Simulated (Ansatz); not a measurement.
# ZnS (Wurtzite-2H): a point defect seen from the nuclei (P on an S site)

Aim: the field gradients at and around a point defect: P on an S site in ZnS (Wurtzite-2H), cell charge -1. The cell is a supercell built from a COD entry. Planned: a single point, then a relaxation, then a check of ecutwfc.

Program: Ansatz 0.2.0. Level of theory: DFT, PBE, plane-wave PAW, default files, scalar-relativistic, as far as a step names no other. These are calculated values, not measurements.

**1. The structure to begin with**

The structure is trigonal, space group P3m1 (No. 156). The conventional cell has a = 7.622 Å, b = 7.622 Å, c = 12.468 Å, α = 90.00°, β = 90.00°, γ = 120.00°. Zn (site symmetry 3m) has 3 S at 2.31 Å and 1 P at 2.40 Å as nearest neighbours. Around Zn (site symmetry 3m) lie 4 S at 2.31 to 2.40 Å. Around Zn (site symmetry m) lie 4 S at 2.31 to 2.40 Å. Zn (site symmetry m) is surrounded by 3 S at 2.31 to 2.40 Å and 1 P at 2.31 Å. Only part of the 16 independent sites is listed.

Structure file:

```cif
data_structure
_symmetry_space_group_name_H-M 'P3m1'
_symmetry_Int_Tables_number 156
_cell_length_a 7.6220
_cell_length_b 7.6220
_cell_length_c 12.4680
_cell_angle_alpha 90.000
_cell_angle_beta 90.000
_cell_angle_gamma 120.000
_cell_volume 627.29
loop_
_atom_site_label
_atom_site_type_symbol
_atom_site_symmetry_multiplicity
_atom_site_Wyckoff_symbol
_atom_site_fract_x
_atom_site_fract_y
_atom_site_fract_z
_atom_site_occupancy
Zn1 Zn 1 a 0.00000 0.00000 0.00000 1
Zn2 Zn 1 a 0.00000 0.00000 0.50000 1
Zn3 Zn 3 d 0.00000 0.50000 0.00000 1
Zn4 Zn 3 d 0.00000 0.50000 0.50000 1
Zn5 Zn 3 d 0.16667 0.83333 0.25000 1
Zn6 Zn 3 d 0.16667 0.83333 0.75000 1
Zn7 Zn 1 c 0.66667 0.33333 0.25000 1
Zn8 Zn 1 c 0.66667 0.33333 0.75000 1
P1 P 1 a 0.00000 0.00000 0.19250 1
S1 S 1 a 0.00000 0.00000 0.69250 1
S2 S 3 d 0.00000 0.50000 0.19250 1
S3 S 3 d 0.00000 0.50000 0.69250 1
S4 S 3 d 0.16667 0.83333 0.44250 1
S5 S 3 d 0.16667 0.83333 0.94250 1
S6 S 1 c 0.66667 0.33333 0.44250 1
S7 S 1 c 0.66667 0.33333 0.94250 1
```

Atom 17 of the input is the impurity.

**2. First run, atoms as given**

The input, input.yaml:

```yaml
crystal:
  lattice:
    - [7.622, 0.0, 0.0]
    - [-3.811, 6.6008456276, 0.0]
    - [0.0, 0.0, 12.468]
  atoms:
    - { symbol: Zn, position: [0.1666666666, 0.3333333334, 0.0] }
    - { symbol: Zn, position: [0.1666666666, 0.3333333334, 0.5] }
    - { symbol: Zn, position: [0.1666666666, 0.8333333334, 0.0] }
    - { symbol: Zn, position: [0.1666666666, 0.8333333334, 0.5] }
    - { symbol: Zn, position: [0.6666666666, 0.3333333334, 0.0] }
    - { symbol: Zn, position: [0.6666666666, 0.3333333334, 0.5] }
    - { symbol: Zn, position: [0.6666666666, 0.8333333334, 0.0] }
    - { symbol: Zn, position: [0.6666666666, 0.8333333334, 0.5] }
    - { symbol: Zn, position: [0.3333333334, 0.1666666666, 0.25] }
    - { symbol: Zn, position: [0.3333333334, 0.1666666666, 0.75] }
    - { symbol: Zn, position: [0.3333333334, 0.6666666666, 0.25] }
    - { symbol: Zn, position: [0.3333333334, 0.6666666666, 0.75] }
    - { symbol: Zn, position: [0.8333333334, 0.1666666666, 0.25] }
    - { symbol: Zn, position: [0.8333333334, 0.1666666666, 0.75] }
    - { symbol: Zn, position: [0.8333333334, 0.6666666666, 0.25] }
    - { symbol: Zn, position: [0.8333333334, 0.6666666666, 0.75] }
    - { symbol: P, position: [0.1666666666, 0.3333333334, 0.1925] }
    - { symbol: S, position: [0.1666666666, 0.3333333334, 0.6925] }
    - { symbol: S, position: [0.1666666666, 0.8333333334, 0.1925] }
    - { symbol: S, position: [0.1666666666, 0.8333333334, 0.6925] }
    - { symbol: S, position: [0.6666666666, 0.3333333334, 0.1925] }
    - { symbol: S, position: [0.6666666666, 0.3333333334, 0.6925] }
    - { symbol: S, position: [0.6666666666, 0.8333333334, 0.1925] }
    - { symbol: S, position: [0.6666666666, 0.8333333334, 0.6925] }
    - { symbol: S, position: [0.3333333334, 0.1666666666, 0.4425] }
    - { symbol: S, position: [0.3333333334, 0.1666666666, 0.9425] }
    - { symbol: S, position: [0.3333333334, 0.6666666666, 0.4425] }
    - { symbol: S, position: [0.3333333334, 0.6666666666, 0.9425] }
    - { symbol: S, position: [0.8333333334, 0.1666666666, 0.4425] }
    - { symbol: S, position: [0.8333333334, 0.1666666666, 0.9425] }
    - { symbol: S, position: [0.8333333334, 0.6666666666, 0.4425] }
    - { symbol: S, position: [0.8333333334, 0.6666666666, 0.9425] }
total_charge: -1
kpoints:
  mp_grid: { grid: [3, 3, 2] }
scf:
  occupations: { method: fermi_dirac, width: 0.01 }
hamiltonian:
  xc: pbe
  pseudopotentials: { kind: paw }
output:
  forces: true
  stress: true
  populations: true
  efg:
    quadrupole_moments_barn: { Zn: 0.122, S: -0.0694 }
    contact_densities: true
  write_density: true
  write_potential: true
  elf: true
  volumetric_format: npy
```

On the command line:

```sh
ansatz run input.yaml --threads 1 --pin off --max-ram 3072MiB --backend cpu --events-out ev --progress --plain --runs-dir out
```

What it wrote:

```text
Warning: RAYON_NUM_THREADS=1 ignored (pool sized by the plan → 1); use --threads N
Engine: ansatz 0.2.0, x86_64-unknown-linux-gnu
Pseudopotentials: kind: paw
Pseudopotential: Zn, paw, valence charge 12, recommended cutoff 420 eV (normal), Zn.paw.azcp
Pseudopotential: P, paw, valence charge 5, recommended cutoff 420 eV (normal), P.paw.azcp
Pseudopotential: S, paw, valence charge 6, recommended cutoff 420 eV (normal), S.paw.azcp
Functional definition: PBE
  parameter kappa = 0.804
  parameter beta = 0.06672455060314922
  exchange = pbe_x(kappa = kappa, mu = beta*pi^2/3)
  correlation = pbe_c(beta = beta)
Crystal: 32 atoms, lattice volume = 627.286 Å³
Basis set: ecut = 420 eV, 12287 PW (Γ), exchange–correlation on 108×108×180 points (8 copies of the dense FFT grid, shifted against one another)
Bands: 176, of which v1, the nominal top of the filled ones, is band 144 counted from 1 (143 counted from 0)
Symmetry: 6 space group operations
Space group: P3m1 (ITA 156), of the structure as read, at distance tolerance 8.6e-5 Å
k-points: 6 of 18 (time reversal used)
Non-local potential: Zn, projectors of the file, l = 0: 2, l = 1: 2, l = 2: 3, l = 3: 1
Non-local potential: P, projectors of the file, l = 0: 2, l = 1: 2, l = 2: 2
Non-local potential: S, projectors of the file, l = 0: 2, l = 1: 2, l = 2: 2
PAW form: soft (Blöchl's): semilocal exchange-correlation on the pseudo side does not see the compensation charge
PAW one-centre angular grid: Zn, 590 points (default); XC on 64 Gauss nodes
PAW one-centre angular grid: P, 110 points (default); XC on 64 Gauss nodes
PAW one-centre angular grid: S, 110 points (default); XC on 64 Gauss nodes
Initial density: superposition of atomic densities (neutral atoms scaled as one to the charged cell's electrons: chi_scale 0, normalization atom), corrected by the library's trained network
Initial wavefunctions: pseudopotential atomic-orbital guess
Functional: x = pbe(κ = 0.804, μ = 0.2195149727645171), c = pbe(β = 0.06672455060314922)
SCF iter   1: F=—  HF=-67408.586649 eV  |F-HF|=—  |Δ(HF+E_count)|=         —  Δρ=1.60e-2  dr2=1.13e0  ethr=1.77e-3  ⟨swp⟩=8.2  Hψ=4923  notcnv=0  defer=49
preconditioner: auto → Resta (q_TF=auto, 2.396 Å⁻¹)  ε∞=6.9  [insulator: Δε(μ)=1.406 eV  Ē_g=10.358 eV  σ=0.010 eV  W_gap=1.00  n_scr=134 (ndim 8)  ℏωp=25.2 eV  f_vac=0.038  D(μ)=0.00/eV (n_scr^D=0)  ε∞_Penn≈6.9]
SCF iter   2: F=—  HF=-67408.263688 eV  |F-HF|=—  |Δ(HF+E_count)|=   3.23e-1  Δρ=1.92e-3  dr2=4.98e-2  ethr=3.91e-4  ⟨swp⟩=3.0  Hψ=2046  notcnv=0  defer=156
SCF iter   3: F=—  HF=-67408.201855 eV  |F-HF|=—  |Δ(HF+E_count)|=   6.18e-2  Δρ=2.39e-3  dr2=5.31e-2  ethr=1.73e-5  ⟨swp⟩=3.2  Hψ=1734  notcnv=0  defer=156
SCF iter   4: F=—  HF=-67408.189744 eV  |F-HF|=—  |Δ(HF+E_count)|=   1.21e-2  Δρ=6.19e-4  dr2=8.38e-3  ethr=1.73e-5  ⟨swp⟩=2.5  Hψ=1707  notcnv=0  defer=156
SCF iter   5: F=—  HF=-67408.190649 eV  |F-HF|=—  |Δ(HF+E_count)|=   9.05e-4  Δρ=3.31e-4  dr2=9.68e-4  ethr=2.91e-6  ⟨swp⟩=2.0  Hψ=2020  notcnv=0  defer=156
SCF iter   6: F=—  HF=-67408.190488 eV  |F-HF|=—  |Δ(HF+E_count)|=   1.61e-4  Δρ=1.73e-4  dr2=2.02e-4  ethr=3.36e-7  ⟨swp⟩=2.0  Hψ=1684  notcnv=0  defer=156
SCF iter   7: F=—  HF=-67408.190460 eV  |F-HF|=—  |Δ(HF+E_count)|=   2.87e-5  Δρ=6.17e-5  dr2=3.76e-5  ethr=7.02e-8  ⟨swp⟩=2.0  Hψ=1674  notcnv=0  defer=156
SCF iter   8: F=—  HF=-67408.189926 eV  |F-HF|=—  |Δ(HF+E_count)|=   5.34e-4  Δρ=1.24e-5  dr2=1.65e-6  ethr=1.30e-8  ⟨swp⟩=2.3  Hψ=1758  notcnv=0  defer=156
SCF iter   9: F=—  HF=-67408.189928 eV  |F-HF|=—  |Δ(HF+E_count)|=   2.45e-6  Δρ=7.94e-6  dr2=3.01e-7  ethr=5.73e-10  ⟨swp⟩=2.5  Hψ=1769  notcnv=0  defer=156
SCF iter  10: F=—  HF=-67408.189928 eV  |F-HF|=—  |Δ(HF+E_count)|=   4.95e-8  Δρ=5.99e-6  dr2=1.55e-7  ethr=3.47e-11  ⟨swp⟩=20.5  Hψ=10089  notcnv=0
SCF iter  11: F=-67408.189928 eV  HF=-67408.189928 eV  |F-HF|=2.13e-8  |Δ(HF+E_count)|=   1.18e-8  Δρ=2.42e-6  dr2=2.97e-8  ethr=3.47e-11  ⟨swp⟩=8.0  Hψ=6487  notcnv=0
SCF 1 converged in 11 iterations: F = -67408.189928 eV  dr2 = 2.97e-8
SCF converged after 11 iterations
Free energy (F): -67408.189928 eV
Harris-Foulkes:  -67408.189928 eV  (|F-HF|=2.13e-8)
Internal energy: -67408.189928 eV  (E = F + TS)
E sigma→0 (E₀):  -67408.189928 eV
Fermi energy:    7.519441 eV
--- Per-component energies (eV) ---
  E_band       = 108.338009
  E_kinetic    = 3794.772244
  E_local      = -32626.548694  (includes V_loc(G=0)·N_el)
  E_nonlocal   = 10287.478897
  E_hartree    = 13653.219408
  E_xc         = -3728.192278
  E_vxc        = -2223.553808  (∫ρ·V_xc dr)
  E_paw        = -38820.328563  (= ΣΔE_a)
  E_vpaw       = -6430.238511  (= ΣTr[D̂ρ^β])
  E_aug_tail   = -0.005941  (compensation charges beyond the density's cutoff)
  E_ewald      = -19968.585002
  E_smearing   = -0.000000  (= −TS)
  E_closure    = 0.000000  (closes the sum)
  E_deformation_potential = -11.933274  (in the stress; not in F)
  Σ components = -67408.189928   (vs F -67408.189928, Δ=0.00e0)
--- Forces (eV/Å), atoms counted from 1 ---
  atom   1  Zn     0.00000000    -0.00000000     1.32173195
  atom   2  Zn     0.00000000    -0.00000000     0.08637427
  atom   3  Zn     0.06203879     0.03581811     0.52812832
  atom   4  Zn     0.09199025     0.05311059     0.23185050
  atom   5  Zn     0.00000000    -0.07163622     0.52812832
  atom   6  Zn     0.00000000    -0.10622119     0.23185050
  atom   7  Zn    -0.06203879     0.03581811     0.52812832
  atom   8  Zn    -0.09199025     0.05311059     0.23185050
  atom   9  Zn    -0.63530645     0.36679435    -0.14810743
  atom  10  Zn     0.03694355    -0.02132937     0.51821295
  atom  11  Zn     0.00000000    -0.73358870    -0.14810743
  atom  12  Zn     0.00000000     0.04265873     0.51821295
  atom  13  Zn     0.63530645     0.36679435    -0.14810743
  atom  14  Zn    -0.03694355    -0.02132937     0.51821295
  atom  15  Zn     0.00000000     0.00000000     0.06900850
  atom  16  Zn     0.00000000     0.00000000     0.40795671
  atom  17  P      0.00000000    -0.00000000    -0.34760785
  atom  18  S      0.00000000    -0.00000000    -0.31878356
  atom  19  S      0.03068890     0.01771824    -0.30057978
  atom  20  S     -0.04515466    -0.02607005    -0.33134994
  atom  21  S      0.00000000    -0.03543649    -0.30057978
  atom  22  S      0.00000000     0.05214010    -0.33134994
  atom  23  S     -0.03068890     0.01771824    -0.30057978
  atom  24  S      0.04515466    -0.02607005    -0.33134994
  atom  25  S      0.13155233    -0.07595177     0.04179857
  atom  26  S      0.12716783    -0.07342038    -0.72955389
  atom  27  S      0.00000000     0.15190354     0.04179857
  atom  28  S      0.00000000     0.14684077    -0.72955389
  atom  29  S     -0.13155233    -0.07595177     0.04179857
  atom  30  S     -0.12716783    -0.07342038    -0.72955389
  atom  31  S      0.00000000     0.00000000    -0.20412815
  atom  32  S      0.00000000     0.00000000    -0.44574307
  max |Σ_I F_I| component: 6.69e-6 eV/Å
--- Stress (GPa, compression-positive) ---
        3.347743       0.000000       0.000000
        0.000000       3.347743      -0.000000
        0.000000      -0.000000       1.170424
  P = ⅓ Tr σ = 2.6220 GPa (26.220 kbar)
--- PAW observables at the nuclei: V_zz in 10²¹ V/m², potentials from the cell's mean, atoms counted from 1 ---
  atom   1  Zn V_zz =    -3.205982   η = 0.0000   by run symmetry: allowed   C_q = -9.4575 MHz
            electrostatic potential = -3942.029627 V   contact ρ = 166607.940854 e/Å³
  atom   2  Zn V_zz =    +2.175196   η = 0.0000   by run symmetry: allowed   C_q = +6.4167 MHz
            electrostatic potential = -3941.503131 V   contact ρ = 166604.243472 e/Å³
  atom   3  Zn V_zz =    +1.282162   η = 0.2366   by run symmetry: allowed   C_q = +3.7823 MHz
            electrostatic potential = -3941.573495 V   contact ρ = 166604.113117 e/Å³
  atom   4  Zn V_zz =    +2.233361   η = 0.1419   by run symmetry: allowed   C_q = +6.5883 MHz
            electrostatic potential = -3941.476494 V   contact ρ = 166604.450770 e/Å³
  atom   5  Zn V_zz =    +1.282162   η = 0.2366   by run symmetry: allowed   C_q = +3.7823 MHz
            electrostatic potential = -3941.573495 V   contact ρ = 166604.113117 e/Å³
  atom   6  Zn V_zz =    +2.233361   η = 0.1419   by run symmetry: allowed   C_q = +6.5883 MHz
            electrostatic potential = -3941.476494 V   contact ρ = 166604.450770 e/Å³
  atom   7  Zn V_zz =    +1.282162   η = 0.2366   by run symmetry: allowed   C_q = +3.7823 MHz
            electrostatic potential = -3941.573495 V   contact ρ = 166604.113117 e/Å³
  atom   8  Zn V_zz =    +2.233361   η = 0.1419   by run symmetry: allowed   C_q = +6.5883 MHz
            electrostatic potential = -3941.476494 V   contact ρ = 166604.450770 e/Å³
  atom   9  Zn V_zz =    -5.155773   η = 0.7538   by run symmetry: allowed   C_q = -15.2093 MHz
            electrostatic potential = -3942.241668 V   contact ρ = 166609.170873 e/Å³
  atom  10  Zn V_zz =    +1.062740   η = 0.0338   by run symmetry: allowed   C_q = +3.1350 MHz
            electrostatic potential = -3941.380176 V   contact ρ = 166604.386426 e/Å³
  atom  11  Zn V_zz =    -5.155773   η = 0.7538   by run symmetry: allowed   C_q = -15.2093 MHz
            electrostatic potential = -3942.241668 V   contact ρ = 166609.170872 e/Å³
  atom  12  Zn V_zz =    +1.062740   η = 0.0338   by run symmetry: allowed   C_q = +3.1350 MHz
            electrostatic potential = -3941.380176 V   contact ρ = 166604.386425 e/Å³
  atom  13  Zn V_zz =    -5.155773   η = 0.7538   by run symmetry: allowed   C_q = -15.2093 MHz
            electrostatic potential = -3942.241668 V   contact ρ = 166609.170873 e/Å³
  atom  14  Zn V_zz =    +1.062740   η = 0.0338   by run symmetry: allowed   C_q = +3.1350 MHz
            electrostatic potential = -3941.380176 V   contact ρ = 166604.386426 e/Å³
  atom  15  Zn V_zz =    +2.763957   η = 0.0000   by run symmetry: allowed   C_q = +8.1535 MHz
            electrostatic potential = -3941.744459 V   contact ρ = 166604.342078 e/Å³
  atom  16  Zn V_zz =    +1.531402   η = 0.0000   by run symmetry: allowed   C_q = +4.5176 MHz
            electrostatic potential = -3941.331303 V   contact ρ = 166604.307238 e/Å³
  atom  17  P  V_zz =    +1.116203   η = 0.0000   by run symmetry: allowed
            electrostatic potential = -1495.842364 V   contact ρ = 16017.717417 e/Å³
  atom  18  S  V_zz =    -1.073358   η = 0.0000   by run symmetry: allowed   C_q = +1.8012 MHz
            electrostatic potential = -1632.871359 V   contact ρ = 19764.939429 e/Å³
  atom  19  S  V_zz =    -2.528732   η = 0.1545   by run symmetry: allowed   C_q = +4.2434 MHz
            electrostatic potential = -1633.461562 V   contact ρ = 19765.083041 e/Å³
  atom  20  S  V_zz =    -1.126911   η = 0.1268   by run symmetry: allowed   C_q = +1.8911 MHz
            electrostatic potential = -1632.887141 V   contact ρ = 19764.963693 e/Å³
  atom  21  S  V_zz =    -2.528732   η = 0.1545   by run symmetry: allowed   C_q = +4.2434 MHz
            electrostatic potential = -1633.461562 V   contact ρ = 19765.083041 e/Å³
  atom  22  S  V_zz =    -1.126911   η = 0.1268   by run symmetry: allowed   C_q = +1.8911 MHz
            electrostatic potential = -1632.887141 V   contact ρ = 19764.963693 e/Å³
  atom  23  S  V_zz =    -2.528732   η = 0.1545   by run symmetry: allowed   C_q = +4.2434 MHz
            electrostatic potential = -1633.461562 V   contact ρ = 19765.083041 e/Å³
  atom  24  S  V_zz =    -1.126911   η = 0.1268   by run symmetry: allowed   C_q = +1.8911 MHz
            electrostatic potential = -1632.887141 V   contact ρ = 19764.963693 e/Å³
  atom  25  S  V_zz =    -2.202973   η = 0.1391   by run symmetry: allowed   C_q = +3.6968 MHz
            electrostatic potential = -1633.135190 V   contact ρ = 19765.129643 e/Å³
  atom  26  S  V_zz =    -1.348187   η = 0.2022   by run symmetry: allowed   C_q = +2.2624 MHz
            electrostatic potential = -1633.144267 V   contact ρ = 19765.099422 e/Å³
  atom  27  S  V_zz =    -2.202973   η = 0.1391   by run symmetry: allowed   C_q = +3.6968 MHz
            electrostatic potential = -1633.135190 V   contact ρ = 19765.129643 e/Å³
  atom  28  S  V_zz =    -1.348187   η = 0.2022   by run symmetry: allowed   C_q = +2.2624 MHz
            electrostatic potential = -1633.144267 V   contact ρ = 19765.099422 e/Å³
  atom  29  S  V_zz =    -2.202973   η = 0.1391   by run symmetry: allowed   C_q = +3.6968 MHz
            electrostatic potential = -1633.135190 V   contact ρ = 19765.129643 e/Å³
  atom  30  S  V_zz =    -1.348187   η = 0.2022   by run symmetry: allowed   C_q = +2.2624 MHz
            electrostatic potential = -1633.144267 V   contact ρ = 19765.099422 e/Å³
  atom  31  S  V_zz =    -1.052841   η = 0.0000   by run symmetry: allowed   C_q = +1.7668 MHz
            electrostatic potential = -1632.985770 V   contact ρ = 19764.937055 e/Å³
  atom  32  S  V_zz =    -0.259521   η = 0.0000   by run symmetry: allowed   C_q = +0.4355 MHz
            electrostatic potential = -1632.988600 V   contact ρ = 19764.926760 e/Å³
--- Band table (eV; the first three rows and the last of 6) ---
[... 4 lines left out ...]
--- Löwdin populations: 32 sites ---
  site symbol       q [e]
     0     Zn     10.7456
     1     Zn     10.7208
     2     Zn     10.7202
     3     Zn     10.7245
     4     Zn     10.7202
     5     Zn     10.7245
     6     Zn     10.7202
     7     Zn     10.7245
     8     Zn     10.7485
     9     Zn     10.7243
    10     Zn     10.7485
    11     Zn     10.7243
    12     Zn     10.7485
    13     Zn     10.7243
    14     Zn     10.7211
    15     Zn     10.7236
    16      P      6.5216
    17      S      7.1025
    18      S      7.1055
    19      S      7.1040
    20      S      7.1055
    21      S      7.1040
    22      S      7.1055
    23      S      7.1040
    24      S      7.1018
    25      S      7.0999
    26      S      7.1018
    27      S      7.0999
    28      S      7.1018
    29      S      7.0999
    30      S      7.1011
    31      S      7.1010
  spilling = 0.011377 (of n_electrons = 288.000000)
```

Wall time 2.1 min (1 thread of AMD EPYC 7R13 (Zen 3), shared host); peak memory 1.3 GiB.

At the end: gap on the mesh 1.18 eV, largest force 1.322 eV/Å, pressure 2.6 GPa.

Like atoms gathered into sites: 11 of 16, those nearest the defect, the farthest of each element and the two largest gradients.

```csv
site,atoms,distance from the defect (Å),V_zz (10²¹ V/m²),η,C_Q (MHz)
P,17,0.00,1.12,0.00,–
Zn9,"9, 11, 13",2.31,-5.16,0.75,-15.2 (⁶⁷Zn)
Zn1,1,2.40,-3.21,0.00,-9.46 (⁶⁷Zn)
S19,"19, 21, 23",3.81,-2.53,0.15,4.24 (³³S)
S25,"25, 27, 29",3.82,-2.20,0.14,3.70 (³³S)
S26,"26, 28, 30",3.82,-1.35,0.20,2.26 (³³S)
Zn2,2,3.83,2.18,0.00,6.42 (⁶⁷Zn)
Zn15,15,4.46,2.76,0.00,8.15 (⁶⁷Zn)
Zn3,"3, 5, 7",4.50,1.28,0.24,3.78 (⁶⁷Zn)
Zn16,16,7.06,1.53,0.00,4.52 (⁶⁷Zn)
S20,"20, 22, 24",7.31,-1.13,0.13,1.89 (³³S)
```

C_Q = eQV_zz/h, which is 24.18 MHz for Q = 1 b and V_zz = 10²¹ V/m²; η = (V_xx − V_yy)/V_zz. Q values from Pyykkö, Mol. Phys. 116, 1328 (2018). A dash under C_Q marks elements without a common quadrupolar isotope.

Direction of the V_zz axis (Cartesian unit vector):

| site | atom | x | y | z |
| --- | --- | --- | --- | --- |
| Zn1 | 1 | 0.00 | 0.00 | 1.00 |
| Zn2 | 2 | 0.00 | 0.00 | 1.00 |
| Zn3 | 3 | 0.08 | 0.05 | 1.00 |
| Zn4 | 4 | 0.01 | 0.01 | 1.00 |
| Zn9 | 9 | 0.85 | -0.49 | 0.16 |
| Zn10 | 10 | -0.07 | 0.04 | 1.00 |
| Zn15 | 15 | 0.00 | 0.00 | 1.00 |
| Zn16 | 16 | 0.00 | 0.00 | 1.00 |
| P | 17 | 0.00 | 0.00 | 1.00 |
| S18 | 18 | 0.00 | 0.00 | 1.00 |

Density in a lattice plane of the grid's cell (edges 7.62 and 12.47 Å, at 0.333 of the third edge), which holds Zn and P and S.

Ten even steps from '0' (0.02 e/Å³) to '9' (31.36 e/Å³):
```
00000000000000
00000000000000
00000000000000
00000000000000
00000000000000
00000000000000
00000000000000
00000000000000
00000000000000
00930000093000
00000000000000
00000000000000
00000000000000
00000000000000
00000000000000
00000000000000
00000000000000
00000000000000
00000000000000
00940000093000
```
Columns run along the first of these edges and rows up along the second, over one cell in 14 and 20 even steps from the bottom left corner. Atoms in the plane (fractional): Zn at (0.17, 0.00), Zn at (0.17, 0.50), Zn at (0.67, 0.00), Zn at (0.67, 0.50), P at (0.17, 0.19), S at (0.17, 0.69), S at (0.67, 0.19), S at (0.67, 0.69).

ELF in the same plane.

Ten even steps from ' ' (0.00) to '@' (0.85):
```
**::....::%%%%**::....::##%%
++::....--**##++::....--**##
..        ::--..        ::--
..--++++::......--++++::....
--@@@@@@%%::..--@@@@@@%%::..
**@@..==@@--..**@@  ==@@==..
++@@@@@@@@--  ++@@@@@@@@--  
..++####==    ..++####==    
..::............::..........
--..    ::++**--..    ::++**
**::....::##%%**::....::##%%
++......::**##++::....::**##
..        ..::..        ..::
::==++++==::....--++++::....
++@@##%%@@--::--@@@@@@%%::::
##@@  ..@@++::**@@  ==@@--::
**@@**##%%==..++@@%%@@@@::..
::##%%%%**..  ..++####==    
..::....::......::..........
--..    ::++**--..    ::++**
```
Columns run along the first of these edges and rows up along the second, over one cell in 14 and 20 even steps from the bottom left corner. Atoms in the plane (fractional): Zn at (0.17, 0.00), Zn at (0.17, 0.50), Zn at (0.67, 0.00), Zn at (0.67, 0.50), P at (0.17, 0.19), S at (0.17, 0.69), S at (0.67, 0.19), S at (0.67, 0.69).

Both are smooth fields of the valence electrons: close to the nuclei they are not physical.

Maxima of ELF outside the ion cores: 0.90 on the P–Zn line, 0.8 Å from P; 0.90 on the S–Zn line, 0.8 Å from S; 0.89 in the shell around S, 0.8 Å from S.

[end of part 1 of 3]
